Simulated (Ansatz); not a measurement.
# Si₃Ge₃H₁₂: small, medium and large basis sets

How large a basis does Si₃Ge₃H₁₂ need? Two functionals are run in growing sets.

The runs use Ansatz 0.2.0, Gaussian basis; one geometry, several basis sets.

The runs, in order: PBE0-D4/def2-SVP; ωB97M-V/def2-SVP; PBE0-D4/def2-QZVPP; ωB97M-V/def2-QZVPP; the functionals' def2-TZVPP values are taken from earlier runs.

## (1) Structure used throughout

All runs share one geometry, relaxed beforehand with PBE0-D4 in a triple-zeta def2 set.

SMILES `[SiH2]1[GeH2][SiH2][GeH2][SiH2][GeH2]1`, 18 atoms, charge 0, spin multiplicity 1.

Atoms are counted from 1 here; the program's logs count them from 0.

Bond lengths: Si1–Ge2 2.380 Å, Si1–Ge6 2.386 Å, Si1–H7 1.489 Å, Si1–H8 1.490 Å, Ge2–Si3 2.387 Å, Ge2–H9 1.542 Å, Ge2–H10 1.540 Å, Si3–Ge4 2.387 Å, Si3–H11 1.489 Å, Si3–H12 1.489 Å, Ge4–Si5 2.380 Å, Ge4–H13 1.542 Å, Ge4–H14 1.540 Å, Si5–Ge6 2.387 Å, Si5–H15 1.490 Å, Si5–H16 1.489 Å, Ge6–H17 1.541 Å, Ge6–H18 1.541 Å. Angles: Ge2–Si1–Ge6 108.4°, Ge2–Si1–H7 112.0°, Ge2–Si1–H8 108.5°, Ge6–Si1–H7 110.8°, Ge6–Si1–H8 108.9°, H7–Si1–H8 108.3°, Si1–Ge2–Si3 108.6°, Si1–Ge2–H9 108.5°, Si1–Ge2–H10 112.1°, Si3–Ge2–H9 108.9°, Si3–Ge2–H10 110.8°, H9–Ge2–H10 107.8°, Ge2–Si3–Ge4 109.9°, Ge2–Si3–H11 109.4°, Ge2–Si3–H12 109.9°, Ge4–Si3–H11 109.9°, Ge4–Si3–H12 109.4°, H11–Si3–H12 108.4° and more.

## (2) PBE0-D4 in def2-SVP

File in.yaml:

```yaml
crystal:
  periodic: [false, false, false]
  atoms:
    - {symbol: Si, position_ang: [0.071496, 2.120010, -0.542491]}
    - {symbol: Ge, position_ang: [1.837437, 1.018821, 0.612904]}
    - {symbol: Si, position_ang: [2.009991, -1.214105, -0.211832]}
    - {symbol: Ge, position_ang: [-0.155342, -2.035828, -0.788507]}
    - {symbol: Si, position_ang: [-1.747985, -1.107029, 0.717160]}
    - {symbol: Ge, position_ang: [-2.002429, 1.211404, 0.211387]}
    - {symbol: H, position_ang: [0.106255, 3.594292, -0.339965]}
    - {symbol: H, position_ang: [0.216908, 1.845075, -1.999369]}
    - {symbol: H, position_ang: [1.487335, 0.972177, 2.113653]}
    - {symbol: H, position_ang: [3.179071, 1.760686, 0.465013]}
    - {symbol: H, position_ang: [2.894093, -1.230888, -1.409718]}
    - {symbol: H, position_ang: [2.611528, -2.094050, 0.827728]}
    - {symbol: H, position_ang: [-0.502297, -1.571571, -2.217166]}
    - {symbol: H, position_ang: [-0.175564, -3.575867, -0.775829]}
    - {symbol: H, position_ang: [-1.221527, -1.242632, 2.104119]}
    - {symbol: H, position_ang: [-3.058522, -1.809171, 0.644718]}
    - {symbol: H, position_ang: [-2.472804, 1.971558, 1.466431]}
    - {symbol: H, position_ang: [-3.077634, 1.387109, -0.878227]}
basis:
  gaussian: {orbitals: def2-SVP}
hamiltonian: {xc: pbe0, dispersion: d4}
output: {orbitals: {seedname: orbitals}}
```

Further steps of the session: ωB97M-V in def2-SVP; PBE0-D4 in def2-QZVPP; ωB97M-V in def2-QZVPP.

**Question.** What will the summary of the whole plan be? Wanted: PBE0-D4: double and triple zeta above quadruple; ωB97M-V: double and triple zeta above quadruple.

**Answer**, as computed:

| quantity | value |
| --- | --- |
| PBE0-D4: double and triple zeta above quadruple | 34.02, 4.42 eV |
| ωB97M-V: double and triple zeta above quadruple | 33.92, 4.29 eV |

PBE0-D4 gains 29.60 eV from double to triple zeta, then 4.42 eV more. Total energies overstate the basis error of differences, where much of it tends to cancel. The LUMO of ωB97M-V is positive and keeps falling with the basis (1.34 to 0.81 eV): an unbound level that the basis holds in place.
